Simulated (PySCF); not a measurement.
# HfOCl2: singlet, from a trigonal pyramidal start

Where does singlet HfOCl2 go from a trigonal pyramidal start, is the end point a minimum, and what are its modes, charges and moments?

The runs use PySCF 2.14.0; PBE0, basis Hf def2-TZVP with ECP60, O def2-TZVP, Cl def2-TZVP, scalar-relativistic core potentials, no spin–orbit coupling, density fitting.

## Step 1: Starting geometry

4 atoms, charge 0, spin multiplicity 1.

Bond lengths: Hf1–O2 1.850 Å, Hf1–Cl3 2.510 Å, Hf1–Cl4 2.510 Å. Angles: O2–Hf1–Cl3 99.8°, O2–Hf1–Cl4 99.8°, Cl3–Hf1–Cl4 99.8°.

```xyz
4
charge 0 multiplicity 1
Hf    0.0000   -0.4105    0.0000
O    -1.8500   -0.4130    0.0000
Cl    0.4231    1.1507    1.9193
Cl    0.4231    1.1507   -1.9193
```

## Step 2: Finding the electronic state

The steps below are one call of a driver around PySCF. For each, scf.py gives the equivalent set-up of the SCF; relaxations use the driver's own optimiser. After this first run the driver tries any further starts and a stability analysis.

Contents of scf.py:

```python
from pyscf import gto, scf, dft
mol = gto.M(atom='''
Hf     0.000000    -0.410530    -0.000000
O     -1.849970    -0.413010     0.000010
Cl     0.423080     1.150720     1.919290
Cl     0.423100     1.150730    -1.919290''',
    basis={'Hf': 'def2-TZVP', 'O': 'def2-TZVP', 'Cl': 'def2-TZVP'},
    ecp={'Hf': 'def2-TZVP'},
    charge=0, spin=0)
mf = dft.RKS(mol, xc='PBE0')
mf.grids.atom_grid = (50, 194)
aux = {'Hf': 'def2-universal-JKFIT', 'O': 'def2-universal-JKFIT', 'Cl': 'def2-universal-JKFIT'}
mf = mf.density_fit(auxbasis=aux)
mf.conv_tol = 1e-08
mf.diis_space = 10
mf.max_cycle = 60
mf.init_guess = 'minao'
mf.verbose = 4
mf.kernel()
```

Command:

```
$ OMP_NUM_THREADS=4 python axn.py task.json out
```

Log (excerpt; [...] marks lines left out):

```text
[... the frontier levels of the middle cycles are left out ...]
init E= -1024.46965658384
  HOMO = -0.475519227134903  LUMO = -0.280241291156942  gap/eV = 5.31378
cycle= 1 E= -1043.16742142344  delta_E= -18.7  |g|= 1.16  |ddm|=  6.5
  HOMO = -0.148572380220817  LUMO = -0.129945363726573  gap/eV = 0.50687
cycle= 2 E= -1036.26904717583  delta_E=  6.9  |g|= 3.97  |ddm|= 3.15
  HOMO = -0.288364088413011  LUMO = -0.101254716392441  gap/eV = 5.09151
cycle= 3 E= -1043.40283049682  delta_E= -7.13  |g|= 0.434  |ddm|= 3.02
cycle= 4 E= -1043.44064799707  delta_E= -0.0378  |g|= 0.281  |ddm|= 0.549
cycle= 5 E= -1043.45840459269  delta_E= -0.0178  |g|= 0.0979  |ddm|= 0.245
cycle= 6 E= -1043.46056347574  delta_E= -0.00216  |g|= 0.0399  |ddm|= 0.0916
cycle= 7 E= -1043.4608627158  delta_E= -0.000299  |g|= 0.0212  |ddm|= 0.0257
cycle= 8 E= -1043.46094404658  delta_E= -8.13e-05  |g|= 0.00707  |ddm|= 0.00811
cycle= 9 E= -1043.46095512165  delta_E= -1.11e-05  |g|= 0.00175  |ddm|= 0.00406
cycle= 10 E= -1043.46095578928  delta_E= -6.68e-07  |g|= 0.000197  |ddm|= 0.00101
cycle= 11 E= -1043.46095580026  delta_E= -1.1e-08  |g|= 3.7e-05  |ddm|= 0.000174
cycle= 12 E= -1043.46095580051  delta_E= -2.52e-10  |g|= 2.71e-05  |ddm|= 4.4e-05
  HOMO = -0.307582314385087  LUMO = -0.141112438320963  gap/eV = 4.52988
Extra cycle  E= -1043.46095579908  delta_E= 1.43e-09  |g|= 8.95e-05  |ddm|= 5.32e-05
converged SCF energy = -1043.46095579908
```

This step, with its further starts and checks, ran for 12 s (4 threads of Arm Neoverse V2, shared host).

The starts that the driver tried:

| start | energy (Eh) |
| --- | --- |
| the minimal-basis guess | -1043.460956 |
| a thermally smeared density | -1043.460956 |
| a smeared PBE density | -1043.460956 |

No lower closed-shell solution turned up from the other starts or in the test of internal stability.

## Step 3: Relaxing the singlet from the trigonal pyramidal start

The program finds Cs symmetry in the start, which this walk keeps. The walk stops when the largest gradient is under 0.0003 Eh/bohr and the energy has settled too.

Changes to scf.py since step 2:

```diff
@@ -3,4 +3,4 @@
-Hf     0.000000    -0.410530    -0.000000
-O     -1.849970    -0.413010     0.000010
-Cl     0.423080     1.150720     1.919290
-Cl     0.423100     1.150730    -1.919290''',
+Hf     0.000001    -0.410528    -0.000000
+O     -1.849969    -0.413008    -0.000004
+Cl     0.423087     1.150725     1.919292
+Cl     0.423094     1.150729    -1.919288''',
@@ -17 +16,0 @@
-mf.init_guess = 'minao'
```

Steps of the walk:

| step | energy (Eh) | change (kJ/mol) | largest symmetric gradient (Eh/bohr) |
| --- | --- | --- | --- |
| 0 | -1043.460956 | 0.00 | 0.09259 |
| 1 | -1043.490341 | -77.15 | 0.03219 |
| 2 | -1043.494792 | -88.84 | 0.00885 |
| 3 | -1043.495509 | -90.72 | 0.00727 |
| 4 | -1043.496073 | -92.20 | 0.00440 |
| 5 | -1043.496177 | -92.47 | 0.00127 |
| 6 | -1043.496208 | -92.55 | 0.00179 |
| 7 | -1043.496222 | -92.59 | 0.00039 |
| 8 | -1043.496225 | -92.60 | 0.00024 |

The walk took 22 s.

Geometry (Å) and forces (eV/Å) at some steps:

```
step 0
Hf   0.000  -0.411   0.000  -4.686   3.707   0.000
O   -1.850  -0.413   0.000   4.758  -0.626   0.000
Cl   0.423   1.151   1.919  -0.036  -1.540  -1.377
Cl   0.423   1.151  -1.919  -0.036  -1.540   1.377
step 1
Hf  -0.077  -0.275   0.000   0.368   1.656   0.000
O   -1.798  -0.455   0.000  -0.208  -0.310   0.000
Cl   0.435   1.104   1.909  -0.080  -0.673  -0.545
Cl   0.435   1.104  -1.909  -0.080  -0.673   0.545
step 4
Hf  -0.107  -0.071   0.000  -0.221   0.033   0.000
O   -1.795  -0.517   0.000   0.209   0.001   0.000
Cl   0.449   1.033   2.010   0.006  -0.017   0.003
Cl   0.449   1.033  -2.010   0.006  -0.017  -0.003
step 8
Hf  -0.134   0.003   0.000  -0.012  -0.003   0.000
O   -1.788  -0.544   0.000   0.009  -0.004   0.000
Cl   0.459   1.010   2.056   0.002   0.003   0.000
Cl   0.459   1.010  -2.056   0.002   0.003   0.000
```

End point (Cs, 8 steps, 92.6 kJ/mol gained): Hf–Cl 2.365 Å (×2), Hf–O 1.742 Å; Cl–Hf–Cl 120.8°, Cl–Hf–O 111.8° (×2).

## Step 4: Hessian and properties

On the finer grid the gradient is checked again; gradients at displacements of ±0.02 bohr then give force constants and infrared intensities.

Changes to scf.py since step 3:

```diff
@@ -3,4 +3,4 @@
-Hf     0.000001    -0.410528    -0.000000
-O     -1.849969    -0.413008    -0.000004
-Cl     0.423087     1.150725     1.919292
-Cl     0.423094     1.150729    -1.919288''',
+Hf    -0.059145    -0.233229    -0.000000
+O     -1.712696    -0.781227    -0.000004
+Cl     0.539033     0.776904     2.052982
+Cl     0.539040     0.776908    -2.052979''',
@@ -11 +11 @@
-mf.grids.atom_grid = (50, 194)
+mf.grids.atom_grid = (75, 302)
@@ -14 +14 @@
-mf.conv_tol = 1e-08
+mf.conv_tol = 1e-10
```

The driver hands on the density of the step before, so the log starts near convergence.

Log of the central SCF (cycles and frontier levels):

```text
init E= -1043.49639827354
  HOMO = -0.324074439137794  LUMO = -0.130044029721606  gap/eV = 5.27984
cycle= 1 E= -1043.49639827353  delta_E= 4.09e-12  |g|= 4.17e-06  |ddm|= 5.03e-06
  HOMO = -0.324073542262896  LUMO = -0.130043404758351  gap/eV = 5.27983
Extra cycle  E= -1043.49639827353  delta_E= 6.37e-12  |g|= 7.75e-06  |ddm|= 7.77e-06
converged SCF energy = -1043.49639827353
```

The whole step took 58 s.

Geometry: Cs; Hf–Cl 2.365 Å (×2), Hf–O 1.742 Å; Cl–Hf–Cl 120.5°, Cl–Hf–O 112.0° (×2).

Modes, for the most abundant isotopes:

| symmetry | ω (cm⁻¹) | IR (km/mol) | type |
| --- | --- | --- | --- |
| a' | 59 | 32.7 | bend |
| a' | 113 | 15.0 | bend |
| a'' | 199 | 5.3 | bend |
| a' | 364 | 27.1 | stretch |
| a'' | 383 | 107 | stretch |
| a' | 957 | 181 | stretch |

Every mode is real; the point is a minimum.

Properties at this point:

```
Dipole moment                                                   : 4.08 D
Highest occupied level                                          : -8.82 eV
Lowest empty level                                              : -3.54 eV
Rotational constants                                            : 0.13, 0.05503, 0.04083 cm⁻¹
Zero-point energy                                               : 12.4 kJ/mol
Principal polarisabilities                                      : 42.8, 62.7, 72.7 bohr³
Atomisation energy without zero-point energy                    : 1681 kJ/mol
Principal traceless quadrupole moments about the centre of mass : -8.85, -6.06, 14.91 D Å
Entropy at 298.15 K and 1 bar                                   : 346.7 J/(mol K)
Heat capacity Cp at 298.15 K                                    : 71.9 J/(mol K)
Enthalpy at 298.15 K above 0 K                                  : 17.28 kJ/mol
Rotational symmetry number                                      : 1
```

Populations by atom (charges in e):

```json
{"atom": "Hf1", "Mulliken": "1.30", "Löwdin": "0.30", "polar tensor": "2.17", "Mayer order to Hf1": "–"}
{"atom": "O2", "Mulliken": "-0.53", "Löwdin": "-0.31", "polar tensor": "-0.93", "Mayer order to Hf1": "2.18"}
{"atom": "Cl3,4", "Mulliken": "-0.38", "Löwdin": "0.01", "polar tensor": "-0.62", "Mayer order to Hf1": "1.05"}
```

Outer orbital energies (eV). occupied: -10.67, -10.17, -10.00, -9.88, -9.58, -9.43, -8.96, -8.82; empty: -3.54, -2.12, -1.18, -0.26.

Mulliken populations on Hf1 (outside its core potential): s 2.29, p 6.29, d 2.00, f 0.13.

## Step 5: Would spin polarisation lower it?

At the lowest minimum the closed shell is tested against spin polarisation, on the (50, 194) grid. It is stable.

## Step 6: Results

```
                                 quantity                                                                   value
                                  minimum                                                             singlet, Cs
                                 geometry  Hf–Cl 2.365 Å (×2), Hf–O 1.742 Å; Cl–Hf–Cl 120.5°, Cl–Hf–O 112.0° (×2)
                       wavenumbers (cm⁻¹)             59 (a'), 113 (a'), 199 (a''), 364 (a'), 383 (a''), 957 (a')
                            dipole moment                                                                  4.08 D
     highest occupied, lowest empty level                                                         -8.82, -3.54 eV
               polar-tensor charge of Hf1                                                                 +2.17 e
                        zero-point energy                                                             12.4 kJ/mol
                      entropy at 298.15 K                                                         346.7 J/(mol K)
atomisation energy (no zero-point energy)                                                             1681 kJ/mol
```

What this shows: The trigonal pyramidal start keeps its Cs symmetry and ends in a minimum. In the infrared the band at 957 cm⁻¹ (a', stretch) leads. Only this shape and spin were tried, so other structures or states may lie lower. With an element this heavy the missing spin–orbit coupling can shift these numbers.

The search up to here ran for 98 s (4 threads of Arm Neoverse V2, shared host).
